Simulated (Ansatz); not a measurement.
# SiGe: the cost of one run

Program: Ansatz 0.2.0. Level of theory: DFT LDA, scalar-relativistic, plane waves, PAW. These are calculated values, not measurements.

## (1) The structure to begin with

It takes space group P4_122 (No. 91, tetragonal). The conventional cell has a = 5.550 Å, b = 5.550 Å, c = 5.550 Å, α = 90.00°, β = 90.00°, γ = 90.00°. Around Si (site symmetry 2) lie 2 Si at 2.40 Å and 2 Ge at 2.40 Å. Around Ge (site symmetry 2) lie 2 Si at 2.40 Å and 2 Ge at 2.40 Å.

Coordinates:

```cif
data_structure
_symmetry_space_group_name_H-M 'P4_122'
_symmetry_Int_Tables_number 91
_cell_length_a 5.5500
_cell_length_b 5.5500
_cell_length_c 5.5500
_cell_angle_alpha 90.000
_cell_angle_beta 90.000
_cell_angle_gamma 90.000
_cell_volume 170.95
loop_
_atom_site_label
_atom_site_type_symbol
_atom_site_symmetry_multiplicity
_atom_site_Wyckoff_symbol
_atom_site_fract_x
_atom_site_fract_y
_atom_site_fract_z
_atom_site_occupancy
Si1 Si 4 a 0.00000 0.75000 0.00000 1
Ge1 Ge 4 b 0.50000 0.75000 0.50000 1
```

## (2) Relaxing cell and atoms: SiGe, no spin

input.yaml

```yaml
crystal:
  lattice:
    - [5.55, 0.0, 0.0]
    - [0.0, 5.55, 0.0]
    - [0.0, 0.0, 5.55]
  atoms:
    - { symbol: Si, position: [0.0, 0.0, 0.0] }
    - { symbol: Si, position: [0.0, 0.5, 0.5] }
    - { symbol: Ge, position: [0.5, 0.0, 0.5] }
    - { symbol: Ge, position: [0.5, 0.5, 0.0] }
    - { symbol: Si, position: [0.25, 0.25, 0.25] }
    - { symbol: Ge, position: [0.25, 0.75, 0.75] }
    - { symbol: Si, position: [0.75, 0.25, 0.75] }
    - { symbol: Ge, position: [0.75, 0.75, 0.25] }
scf:
  occupations: { method: gaussian, width: 0.02 }
output:
  forces: true
  stress: true
  eigenvalues: true
  write_density: true
  write_potential: true
  elf: true
  volumetric_format: npy
kpoints:
  mp_grid: { grid: [6, 6, 6] }
hamiltonian:
  xc: lda
relax:
  f_tol: 0.01
  adjacent_minimum: "off"
  cell: { stress_tol: 0.03, fix: [shape] }
```

Started as:

```bash
> ansatz run input.yaml --threads 4 --pin off --max-ram 12288MiB --backend cpu --events-out ev --progress --plain --runs-dir out
```

What time and memory should one allow on 4 threads of Intel Xeon 6975P-C (Granite Rapids), shared host?

About 20 s, with a peak of 0.64 GiB.
